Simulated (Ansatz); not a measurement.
# C2H7OPSi: how energies converge with the basis set

One table from this session's results is given with a row withheld; the runs are named, their logs left out.

The runs use Ansatz 0.2.0, Gaussian basis; one geometry, several basis sets.

The runs, in order: PBE0-D4/def2-SVP; ωB97M-V/def2-SVP; PBE0-D4/def2-QZVPP; ωB97M-V/def2-QZVPP; the functionals' def2-TZVPP values are taken from earlier runs.

## The relaxed structure

All runs share one geometry, relaxed beforehand with PBE0-D4 in a triple-zeta def2 set.

SMILES `C=C(O)[SiH2]P`, 12 atoms, charge 0, spin multiplicity 1.

Atoms are counted from 1 here; the program's logs count them from 0.

Bond lengths: C1–C2 1.333 Å, C1–H6 1.088 Å, C1–H7 1.081 Å, C2–O3 1.361 Å, C2–Si4 1.878 Å, O3–H8 0.964 Å, Si4–P5 2.252 Å, Si4–H9 1.487 Å, Si4–H10 1.485 Å, P5–H11 1.421 Å, P5–H12 1.421 Å. Angles: C2–C1–H6 122.2°, C2–C1–H7 120.5°, H6–C1–H7 117.3°, C1–C2–O3 124.2°, C1–C2–Si4 122.5°, O3–C2–Si4 113.3°, C2–O3–H8 109.5°, C2–Si4–P5 113.6°, C2–Si4–H9 109.7°, C2–Si4–H10 107.4°, P5–Si4–H9 107.2°, P5–Si4–H10 109.1°, H9–Si4–H10 109.8°, Si4–P5–H11 93.4°, Si4–P5–H12 92.7°, H11–P5–H12 93.5°.

Set-up of the first run:

Contents of in.yaml:

```yaml
crystal:
  periodic: [false, false, false]
  atoms:
    - {symbol: C, position_ang: [1.372753, -1.189019, 0.582796]}
    - {symbol: C, position_ang: [0.201220, -0.553250, 0.581035]}
    - {symbol: O, position_ang: [-0.981660, -1.129225, 0.928576]}
    - {symbol: Si, position_ang: [0.028823, 1.244955, 0.066035]}
    - {symbol: P, position_ang: [-1.297934, 1.546493, -1.728649]}
    - {symbol: H, position_ang: [1.465170, -2.234386, 0.870336]}
    - {symbol: H, position_ang: [2.277671, -0.671436, 0.295743]}
    - {symbol: H, position_ang: [-0.832169, -2.049982, 1.173704]}
    - {symbol: H, position_ang: [-0.556002, 2.031670, 1.183605]}
    - {symbol: H, position_ang: [1.389848, 1.750161, -0.246433]}
    - {symbol: H, position_ang: [-0.679581, 0.500748, -2.465801]}
    - {symbol: H, position_ang: [-2.311337, 0.698173, -1.206944]}
basis:
  gaussian: {orbitals: def2-SVP}
hamiltonian: {xc: pbe0, dispersion: d4}
output: {orbitals: {seedname: orbitals}}
```

Run with:

```
$ ansatz run in.yaml --threads 4 --pin off --events-out ev --progress --plain --max-ram 10444MiB
```

Among the steps run: PBE0-D4 in def2-SVP; ωB97M-V in def2-SVP; PBE0-D4 in def2-QZVPP; ωB97M-V in def2-QZVPP.

One of the session's tables, all rows but one given; the rest of the session is left out.

It belongs to the step «Density functionals: the series». 

```
functional       basis  HOMO (eV)  LUMO (eV)
   PBE0-D4    def2-SVP      -6.88       0.00
   PBE0-D4  def2-TZVPP      -6.96      -0.23
   PBE0-D4  def2-QZVPP          ?          ?
   ωB97M-V    def2-SVP      -9.02       2.10
   ωB97M-V  def2-TZVPP      -9.13       1.75
   ωB97M-V  def2-QZVPP      -9.16       1.51
```

**Question.** Estimate the row for PBE0-D4, def2-QZVPP.

**Answer.** HOMO (eV): -6.99; LUMO (eV): -0.31. In the column «HOMO (eV)» it lies between ωB97M-V, def2-SVP (-9.02) and PBE0-D4, def2-TZVPP (-6.96).
